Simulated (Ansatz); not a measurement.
**C6H18FN3Ti: how energies converge with the basis set**

One table from this session's results is given with a row withheld; the runs are named, their logs left out.

The runs use Ansatz 0.2.0, Gaussian basis; one geometry, several basis sets.

Plan: PBE0-D4/def2-SVP; ωB97M-V/def2-SVP; PBE0-D4/def2-QZVPP; ωB97M-V/def2-QZVPP; the functionals' def2-TZVPP values are taken from earlier runs.

### Structure used throughout

The geometry comes from an earlier relaxation with PBE0-D4 in a triple-zeta def2 set; it is a stationary point, not always the lowest conformer.

SMILES `C[N](C)[Ti]([F])([N](C)C)[N](C)C`, 29 atoms, charge 0, spin multiplicity 1.

Atoms are counted from 1 here; the program's logs count them from 0.

Bond lengths: C1–N2 1.437 Å, C1–H12 1.091 Å, C1–H13 1.100 Å, C1–H14 1.100 Å, N2–C3 1.444 Å, N2–Ti4 1.883 Å, C3–H15 1.099 Å, C3–H16 1.095 Å, C3–H17 1.100 Å, Ti4–F5 1.808 Å, Ti4–N6 1.883 Å, Ti4–N9 1.883 Å, N6–C7 1.437 Å, N6–C8 1.444 Å, C7–H18 1.100 Å, C7–H19 1.091 Å, C7–H20 1.100 Å, C8–H21 1.095 Å and more. Angles: N2–C1–H12 110.3°, N2–C1–H13 111.6°, N2–C1–H14 111.4°, H12–C1–H13 108.3°, H12–C1–H14 108.0°, H13–C1–H14 107.1°, C1–N2–C3 113.3°, C1–N2–Ti4 131.3°, C3–N2–Ti4 115.4°, N2–C3–H15 111.7°, N2–C3–H16 111.0°, N2–C3–H17 111.5°, H15–C3–H16 107.3°, H15–C3–H17 107.7°, H16–C3–H17 107.4°, N2–Ti4–F5 112.0°, N2–Ti4–N6 106.8°, N2–Ti4–N9 106.8° and more.

The first run:

in.yaml

```yaml
crystal:
  periodic: [false, false, false]
  atoms:
    - {symbol: C, position_ang: [-1.627713, -0.440889, 2.057592]}
    - {symbol: N, position_ang: [-0.324683, 0.060042, 1.717458]}
    - {symbol: C, position_ang: [0.271968, 0.856742, 2.763380]}
    - {symbol: Ti, position_ang: [0.745648, -0.199116, 0.190299]}
    - {symbol: F, position_ang: [2.442968, -0.648699, 0.620831]}
    - {symbol: N, position_ang: [0.669164, 1.396999, -0.805527]}
    - {symbol: C, position_ang: [-0.142004, 2.572796, -0.650899]}
    - {symbol: C, position_ang: [1.620727, 1.497527, -1.886789]}
    - {symbol: N, position_ang: [-0.095501, -1.528044, -0.844839]}
    - {symbol: C, position_ang: [-0.848645, -1.442929, -2.065543]}
    - {symbol: C, position_ang: [0.077787, -2.881805, -0.373613]}
    - {symbol: H, position_ang: [-2.023581, -1.049932, 1.244149]}
    - {symbol: H, position_ang: [-1.599289, -1.056631, 2.968920]}
    - {symbol: H, position_ang: [-2.336235, 0.379789, 2.244691]}
    - {symbol: H, position_ang: [0.378655, 0.287330, 3.697525]}
    - {symbol: H, position_ang: [1.271616, 1.198333, 2.473756]}
    - {symbol: H, position_ang: [-0.330488, 1.750245, 2.982995]}
    - {symbol: H, position_ang: [0.472393, 3.467396, -0.470146]}
    - {symbol: H, position_ang: [-0.827790, 2.452141, 0.188444]}
    - {symbol: H, position_ang: [-0.739614, 2.768869, -1.553637]}
    - {symbol: H, position_ang: [2.233359, 0.592043, -1.955044]}
    - {symbol: H, position_ang: [1.117456, 1.628269, -2.855885]}
    - {symbol: H, position_ang: [2.305498, 2.346128, -1.748279]}
    - {symbol: H, position_ang: [-1.865109, -1.844289, -1.937980]}
    - {symbol: H, position_ang: [-0.374010, -2.017724, -2.874776]}
    - {symbol: H, position_ang: [-0.933648, -0.404145, -2.386656]}
    - {symbol: H, position_ang: [0.593752, -3.507658, -1.115491]}
    - {symbol: H, position_ang: [0.675755, -2.903807, 0.543913]}
    - {symbol: H, position_ang: [-0.888138, -3.357079, -0.148545]}
basis:
  gaussian: {orbitals: def2-SVP}
hamiltonian: {xc: pbe0, dispersion: d4}
output: {orbitals: {seedname: orbitals}}
```

Command:

```console
ansatz run in.yaml --threads 11 --pin off --events-out ev --progress --plain --max-ram 174080MiB --backend cpu
```

Among the steps run: PBE0-D4 in def2-SVP; ωB97M-V in def2-SVP; PBE0-D4 in def2-QZVPP; ωB97M-V in def2-QZVPP.

One of the session's tables, all rows but one given; the rest of the session is left out.

It belongs to the step «Density functionals: the series». 

```
functional       basis  HOMO (eV)
   PBE0-D4    def2-SVP      -6.07
   PBE0-D4  def2-TZVPP          ?
   PBE0-D4  def2-QZVPP      -6.20
   ωB97M-V    def2-SVP      -8.34
   ωB97M-V  def2-TZVPP      -8.46
   ωB97M-V  def2-QZVPP      -8.47
```

**Question.** Estimate the row for PBE0-D4, def2-TZVPP.

As computed: HOMO (eV): -6.18. In the column «HOMO (eV)» it lies between PBE0-D4, def2-QZVPP (-6.20) and PBE0-D4, def2-SVP (-6.07).
